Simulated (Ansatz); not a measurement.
Working through a rigid scan of one bond length of CH5BOSi, SMILES B[SiH2]C=O

Program: Ansatz 0.2.0, Python API.

Notebook, run cell by cell (the value of a cell's last expression is shown):

```python
import ansatz as az
import numpy as np
```

```python
geometry_ang = [
    ("B", (-0.7953, 0.8879, -1.01)),
    ("Si", (0.3051, -0.4917, -0.3727)),
    ("C", (0.4489, -0.4071, 1.4493)),
    ("O", (-0.0171, 0.4707, 2.0959)),
    ("H", (-1.0616, 1.0225, -2.1957)),
    ("H", (-1.325, 1.716, -0.2652)),
    ("H", (1.6633, -0.3519, -0.9849)),
    ("H", (-0.2302, -1.7709, -0.7533)),
    ("H", (1.1004, -1.1218, 2.0196)),
]
molecule = az.Crystal.molecule()
for symbol, xyz in geometry_ang:
    molecule = molecule.atom(symbol, xyz)
```

```python
symbols = [site.symbol for site in molecule.cartesian_sites]
start = np.array([site.position_ang for site in molecule.cartesian_sites])
axis = (start[0] - start[1]) / np.linalg.norm(start[0] - start[1])
moving = [0, 4, 5]
lengths, energies = [1.59, 1.73, 1.88, 2.06, 2.35, 2.81, 3.38, 4.13], []
for length in lengths:
    xyz = start.copy()
    xyz[moving] += (length - np.linalg.norm(start[0] - start[1])) * axis
    point = az.Crystal.molecule()
    for symbol, place in zip(symbols, xyz):
        point = point.atom(symbol, place.tolist())
    job = point.calculation()
    job = job.basis(gaussian="def2-SVP")
    job = job.functional("r2scan")
    job = job.spin("collinear")
    report = job.run().report
    energies.append(report["free_energy_ev"])
    print(f"r = {length:6.3f} A  E = {energies[-1]:.5f} eV  <S^2> = {abs(report['mean_field']['state']['spin_squared']):.3f}")
```

    r =  1.590 A  E = -11706.29216 eV  <S^2> = 0.000
    r =  1.730 A  E = -11707.76430 eV  <S^2> = 0.000
    r =  1.880 A  E = -11708.44647 eV  <S^2> = 0.000
    r =  2.060 A  E = -11708.58184 eV  <S^2> = 0.000
    r =  2.350 A  E = -11708.08701 eV  <S^2> = 0.000
    r =  2.810 A  E = -11706.83604 eV  <S^2> = 0.000
    r =  3.380 A  E = -11705.51935 eV  <S^2> = 0.335
    r =  4.130 A  E = -11704.97429 eV  <S^2> = 0.882

```python
print("energy above the lowest point (eV):", [round(e - min(energies), 3) for e in energies])
```

    energy above the lowest point (eV): [2.29, 0.818, 0.135, 0.0, 0.495, 1.746, 3.062, 3.608]

Total energies depend on the basis set; only differences at equal settings carry meaning. The rest of the molecule is held rigid at a force-field or estimated start geometry, and the basis set is modest; single-reference methods fail as a bond breaks. The expectation value of S² is noticeably off S(S+1) in at least one run, so that state is spin-contaminated. Finished in 97 s on 1 thread of Arm Neoverse V1, with other jobs on the host, peak memory 0.3 GiB.
